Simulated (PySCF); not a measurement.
# [BiO2]+: a search over shapes

Aim: find the stationary points of [BiO2]+ from linear and bent starts in the singlet state, tell minima from saddle points, and describe the lowest.

Program: PySCF 2.14.0. Level of theory: PBE0, basis Bi def2-TZVP with ECP60, O def2-TZVP, scalar-relativistic core potentials, no spin–orbit coupling, density fitting. These are calculated values, not measurements.

## (1) Starting geometry

3 atoms, charge 1, spin multiplicity 1.

Bond lengths: Bi1–O2 1.940 Å, Bi1–O3 1.940 Å. Angles: O2–Bi1–O3 180.0°.

Z-matrix (Å, degrees; charge 1 multiplicity 1):
```
Bi
O  1 1.9404
O  1 1.9404 2 180.00
```

## (2) Relaxation: linear start, singlet

The steps below are one call of a driver around PySCF. For each, scf.py gives the equivalent set-up of the SCF; relaxations use the driver's own optimiser. Before each start the driver seeks the lowest SCF state from one or more starting densities and follows internal instabilities, so scf.py alone need not reach the same state.

The program finds D∞h symmetry in the start, which this walk keeps. Threshold on the gradient: 0.0003 Eh/bohr, with a further test on the energy change.

Contents of scf.py:

```python
from pyscf import gto, scf, dft
mol = gto.M(atom='''
Bi     0.000000     0.000000     0.000000
O      0.000000     0.000000     1.940400
O      0.000000     0.000000    -1.940400''',
    basis={'Bi': 'def2-TZVP', 'O': 'def2-TZVP'},
    ecp={'Bi': 'def2-TZVP'},
    charge=1, spin=0)
mf = dft.RKS(mol, xc='PBE0')
mf.grids.atom_grid = (50, 194)
aux = {'Bi': 'def2-universal-JKFIT', 'O': 'def2-universal-JKFIT'}
mf = mf.density_fit(auxbasis=aux)
mf.kernel()
```

Steps of the walk:

```
step  energy (Eh)  change (kJ/mol)  largest symmetric gradient (Eh/bohr)
   0  -364.494133             0.00                               0.05207
   1  -364.504743           -27.86                               0.00397
   2  -364.504780           -27.95                               0.00122
   3  -364.504784           -27.96                               0.00002
```

The walk needed 4.5 s of wall time on 4 threads, shared host.

End point (D∞h, 3 steps, 28.0 kJ/mol gained): Bi–O 1.842 Å (×2); O–Bi–O 180.0°.

## (3) Vibrations and properties at this point

On the finer grid the gradient is checked again; gradients at displacements of ±0.01 bohr then give force constants and infrared intensities.

Edit scf.py of step 2 so:

```diff
@@ -4,2 +4,2 @@
-O      0.000000     0.000000     1.940400
-O      0.000000     0.000000    -1.940400''',
+O      0.000000     0.000000     1.841958
+O     -0.000000     0.000000    -1.841958''',
@@ -10 +10 @@
-mf.grids.atom_grid = (50, 194)
+mf.grids.atom_grid = (75, 302)
```

The driver hands on the density of the step before, so the log starts near convergence.

Log of the central SCF (cycles and frontier levels):

```text
init E= -364.504688066045
  HOMO = -0.587248943999575  LUMO = -0.403696953259615  gap/eV = 4.99470
cycle= 1 E= -364.504688055922  delta_E= 1.01e-08  |g|= 0.000232  |ddm|= 0.000182
  HOMO = -0.587277629789714  LUMO = -0.403717553554294  gap/eV = 4.99492
cycle= 2 E= -364.504687852153  delta_E= 2.04e-07  |g|= 0.00103  |ddm|= 0.000726
  HOMO = -0.587264771189324  LUMO = -0.403708290002768  gap/eV = 4.99483
cycle= 3 E= -364.504688063689  delta_E= -2.12e-07  |g|= 0.000124  |ddm|= 0.000602
  HOMO = -0.587257186524189  LUMO = -0.403702846978184  gap/eV = 4.99477
cycle= 4 E= -364.504688066817  delta_E= -3.13e-09  |g|= 8.58e-08  |ddm|= 8.76e-05
  HOMO = -0.587257196151674  LUMO = -0.403702858928675  gap/eV = 4.99477
cycle= 5 E= -364.504688066816  delta_E= 7.96e-13  |g|= 2.92e-09  |ddm|= 1.08e-07
  HOMO = -0.587257195704913  LUMO = -0.403702858178981  gap/eV = 4.99477
Extra cycle  E= -364.504688066817  delta_E= -6.82e-13  |g|= 8.17e-09  |ddm|= 6.45e-09
converged SCF energy = -364.504688066817
```

The whole step took 8.8 s.

Geometry: D∞h; Bi–O 1.842 Å (×2); O–Bi–O 180.0°.

Harmonic modes (main isotopes):

```tsv
symmetry	ω (cm⁻¹)	IR (km/mol)
πu	113	31.9
σg+	779	0.0
σu+	853	14.8
```

No imaginary mode, so this is a minimum.

Properties at this point:

```
Dipole moment about the centre of mass                          : 0.00 D
Highest occupied level                                          : -15.98 eV
Lowest empty level                                              : -10.99 eV
Rotational constants                                            : 0.1553 cm⁻¹
Zero-point energy                                               : 11.1 kJ/mol
Principal polarisabilities                                      : 22.1, 22.1, 58.1 bohr³
Principal traceless quadrupole moments about the centre of mass : -8.88, 4.44, 4.44 D Å
Entropy at 298.15 K and 1 bar                                   : 268.2 J/(mol K)
Heat capacity Cp at 298.15 K                                    : 50.6 J/(mol K)
Enthalpy at 298.15 K above 0 K                                  : 12.80 kJ/mol
Rotational symmetry number                                      : 2
```

Charges (e) and bond orders:

| atom | Mulliken | Löwdin | polar tensor | Mayer order to Bi1 |
| --- | --- | --- | --- | --- |
| Bi1 | 1.66 | 1.49 | 1.53 | – |
| O2,3 | -0.33 | -0.24 | -0.27 | 1.73 |

Mulliken populations on Bi1 (outside its core potential): s 3.54, p 7.48, d 10.18, f 0.13.

## (4) Relaxing the singlet from the bent start

The program finds C2v symmetry in the start, which this walk keeps.

Edit scf.py of step 3 so:

```diff
@@ -3,3 +3,3 @@
-Bi     0.000000     0.000000     0.000000
-O      0.000000     0.000000     1.841958
-O     -0.000000     0.000000    -1.841958''',
+Bi     0.000000     0.000000    -0.147756
+O      1.589500    -0.000000     0.965244
+O     -1.589500     0.000000     0.965244''',
@@ -10 +10 @@
-mf.grids.atom_grid = (75, 302)
+mf.grids.atom_grid = (50, 194)
```

Steps of the walk:

```
step  energy (Eh)  change (kJ/mol)  largest symmetric gradient (Eh/bohr)
   0  -364.466475             0.00                               0.05006
   1  -364.480410           -36.59                               0.03529
   2  -364.495215           -75.46                               0.02257
   3  -364.502009           -93.29                               0.01063
   4  -364.504185           -99.01                               0.00590
   5  -364.504490           -99.81                               0.00966
   6  -364.504735          -100.45                               0.00431
   7  -364.504782          -100.57                               0.00025
   8  -364.504784          -100.58                               0.00002
```

The walk took 12 s.

After 8 steps and 100.6 kJ/mol it ends at D∞h: Bi–O 1.842 Å (×2); O–Bi–O 180.0°.

## (5) What came out

| quantity | value |
| --- | --- |
| lowest minimum | singlet, D∞h |
| geometry | Bi–O 1.842 Å (×2); O–Bi–O 180.0° |
| wavenumbers (cm⁻¹) | 113 (πu), 779 (σg+), 853 (σu+) |
| dipole moment (centre of mass) | 0.00 D |
| highest occupied, lowest empty level | -15.98, -10.99 eV |
| polar-tensor charge of Bi1 | +1.53 e |
| zero-point energy | 11.1 kJ/mol |
| entropy at 298.15 K | 268.2 J/(mol K) |

The lowest minimum found is the singlet of D∞h symmetry. In the infrared the band at 113 cm⁻¹ (πu, bend) leads. A search over typed starts can miss a lower isomer. Spin–orbit coupling, left out here, can matter for elements this heavy.

The search up to here took 27 s.
